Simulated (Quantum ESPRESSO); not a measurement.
A run of Quantum ESPRESSO 7.5:

pw.in

```
&CONTROL
  calculation = 'vc-relax'
  prefix = 'pwscf'
  outdir = './tmp'
  pseudo_dir = './pseudo'
  tprnfor = .true.
  tstress = .true.
  disk_io = 'low'
  nstep = 40
  forc_conv_thr = 0.0004
  etot_conv_thr = 1d-05
/
&SYSTEM
  ibrav = 0
  A = 3.70297439
  nat = 2
  ntyp = 2
  ecutwfc = 52
  ecutrho = 414
  nbnd = 16
  occupations = 'smearing'
  smearing = 'fd'
  degauss = 0.00367493
/
&ELECTRONS
  conv_thr = 4d-10
  electron_maxstep = 120
  mixing_beta = 0.5
/
&IONS
  ion_dynamics = 'bfgs'
/
&CELL
  cell_dynamics = 'bfgs'
  press = 100
  press_conv_thr = 0.3
/
ATOMIC_SPECIES
Te   127.6000 te_pbesol_v1.uspp.F.UPF
Nb    92.9064 nb_pbesol_v1.uspp.F.UPF
CELL_PARAMETERS alat
   0.9999999991    0.0000000000    0.0000000000
  -0.4999999995    0.8660254030    0.0000000000
   0.0000000000    0.0000000000    0.9976334187
ATOMIC_POSITIONS alat
Te     0.4999999996    0.2886751343    0.0000000000
Nb     0.0000000000    0.0000000000    0.4988167093
K_POINTS automatic
8 8 7 0 0 0
```

Potentials or basis: GBRV 1.5 PBEsol.

Run with:

```bash
$ OMP_NUM_THREADS=1 mpirun -n 2 pw.x -nk 2 -in pw.in > pw.out
```

Hardware: 2 MPI ranks on Arm Neoverse V1, on a shared host.

Task: Estimate the wall time of this run.

Result: Wall time 85 s on 2 MPI ranks on Arm Neoverse V1, on a shared host, peak memory 0.32 GiB a rank. Counts: scf iterations 59, k pools 2, bands 16, ion steps 7, k points 40, g dense 42093.
